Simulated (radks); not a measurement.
# The Coulomb parameter U of the 5d shell of Hg³⁺

Aim: U as the second difference [E(n + 0.5) + E(n − 0.5) − 2E(n)]/0.5², with all orbitals relaxed. Bare: the atom's charge changes with n. Screened: the 6p shell takes up the change. The start is a model configuration, not necessarily the ground state.

The numbers are computed with radks (a radial shooting solver on a logarithmic mesh, Libxc functionals) version 1 (Dirac Kohn-Sham, PBE, spin-unpolarised, spherical densities, finite nucleus; open shells are shared between the two j in proportion to 2j + 1), except any that are marked as measured or tabulated.

**1. The atom as given**

| Quantity | Value |
| --- | --- |
| element | mercury (Z = 80) |
| charge | +3 |
| electrons | 77 |
| configuration | [Xe] 4f14 5d7 6p2 |
| nuclear rms radius | 5.4648 fm |

The outer shells:

Hg³⁺
```
[Xe] core
4f [↑↓][↑↓][↑↓][↑↓][↑↓][↑↓][↑↓]
5d [↑↓][↑↓][↑ ][↑ ][↑ ]
6p [↑ ][↑ ][  ]
```

**2. Start: [Xe] 4f14 5d7 6p2**

Settings of this run:

```text
Z 80
configuration [Xe] 4f14 5d7 6p2
relativity Dirac
functional pbe,pbe
spin unpolarised
j_filling average
nucleus finite rms 5.4648 fm
c 137.035999084
```

**3. Bare +0.5: [Xe] 4f14 5d7.5 6p2**

Changes since step 2:

```diff
@@ -1,3 +1,3 @@
 Z 80
-configuration [Xe] 4f14 5d7 6p2
+configuration [Xe] 4f14 5d7.5 6p2
 relativity Dirac
```

**4. Bare -0.5: [Xe] 4f14 5d6.5 6p2**

Changes since step 3:

```diff
@@ -1,3 +1,3 @@
 Z 80
-configuration [Xe] 4f14 5d7.5 6p2
+configuration [Xe] 4f14 5d6.5 6p2
 relativity Dirac
```

**5. Screened +0.5: [Xe] 4f14 5d7.5 6p1.5**

Changes since step 4:

```diff
@@ -1,3 +1,3 @@
 Z 80
-configuration [Xe] 4f14 5d6.5 6p2
+configuration [Xe] 4f14 5d7.5 6p1.5
 relativity Dirac
```

**6. Screened -0.5: [Xe] 4f14 5d6.5 6p2.5**

Changes since step 5:

```diff
@@ -1,3 +1,3 @@
 Z 80
-configuration [Xe] 4f14 5d7.5 6p1.5
+configuration [Xe] 4f14 5d6.5 6p2.5
 relativity Dirac
```

Before running it: what results should come out?

As calculated:

```tsv
quantity	value (eV)
U, bare	14.484
U, screened by 6p	2.623
```

**Reading.** Letting 6p compensate leaves 18 % of the bare value; this second difference measures U(5d,5d) + U(6p,6p) − 2U(5d,6p). A solid screens further than the bare atom, so the bare value is an upper guide for the U of a crystal.
